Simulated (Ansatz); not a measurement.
**TaHCl+ (triplet): from Hartree-Fock to the top rungs, def2-SVP**

An exercise on one series of results from a longer session: the logs are not shown, and one member is left open.

Method: def2-SVP, core rule «outside noble gas», up to 9 orbitals frozen; program: Ansatz 0.2.0, Gaussian basis.

The runs, in order: UHF; CCSD(T) on ROHF; CCSD(T) on UHF; CISD as a restricted active space (open shells left free, so some higher excitations enter); CCSDT(Q) on ROHF; CCSDT(Q) on UHF.

36 further runs of the same task are left out: 12 for a known fault of the program, 8 that didn't finish, 16 set aside as unsound or not needed. Runs told in other sessions of the task aren't counted.

### The geometry

The geometry is a PBE0/def2-TZVP stationary point (not a proven minimum) of the parent state, kept for this charge and spin. No spin-orbit coupling is included. Elements past krypton take def2 core potentials.

3 atoms, charge 1, spin multiplicity 3.

Atoms are counted from 1 here; the program's logs count them from 0.

Bond lengths: Ta1–Cl2 2.311 Å, Ta1–H3 1.863 Å. Angles: Cl2–Ta1–H3 180.0°.

The first run:

File in.yaml:

```yaml
crystal:
  periodic: [false, false, false]
  atoms:
    - {symbol: Ta, position_ang: [0.000000, 0.000000, 0.149600]}
    - {symbol: Cl, position_ang: [0.000000, 0.000000, -2.161700]}
    - {symbol: H, position_ang: [0.000000, 0.000000, 2.012100]}
basis:
  gaussian: {orbitals: def2-SVP}
total_charge: 1
magnetization: {spin_polarized: true, initial_magnetization: 2}
hamiltonian: {xc: hf}
output: {orbitals: {seedname: orbitals}}
```

Command:

```console
> ansatz run in.yaml --threads 1 --pin off --events-out ev --progress --plain --max-ram 2393MiB
```

Among the steps run: UHF; CCSD(T) on ROHF; CCSD(T) on UHF; CISD as a restricted active space (open shells left free, so some higher excitations enter); CCSDT(Q) on ROHF; CCSDT(Q) on UHF.

One of the session's tables, all rows but one given; the rest of the session is left out.

```
   method  from RCCSDT(Q) (meV)
     ROHF               +6334.8
      UHF                     ?
     RMP2                +895.7
     UMP2                +807.9
    RCCSD                +277.6
    UCCSD                +204.6
 RCCSD(T)                 +38.7
 UCCSD(T)                 -32.5
   RCCSDT                  +9.3
   UCCSDT                 -62.2
RCCSDT(Q)                     0
UCCSDT(Q)                 -87.8
```

Estimate the missing values for UHF.

The run gave: from RCCSDT(Q) (meV): +6215.0. In the column «from RCCSDT(Q) (meV)» it lies between RMP2 (+895.7) and ROHF (+6334.8).

Not comparable, so not listed: CISD as a restricted active space (open shells left free, so some higher excitations enter) (they don't share determinant, frozen orbitals or solution with the rows shown, or repeat one).

Caveats from the session: Restricted and unrestricted rows rest on different reference determinants; a gap between their highest levels can come from leftover correlation error, from unlike frozen cores or from another state.
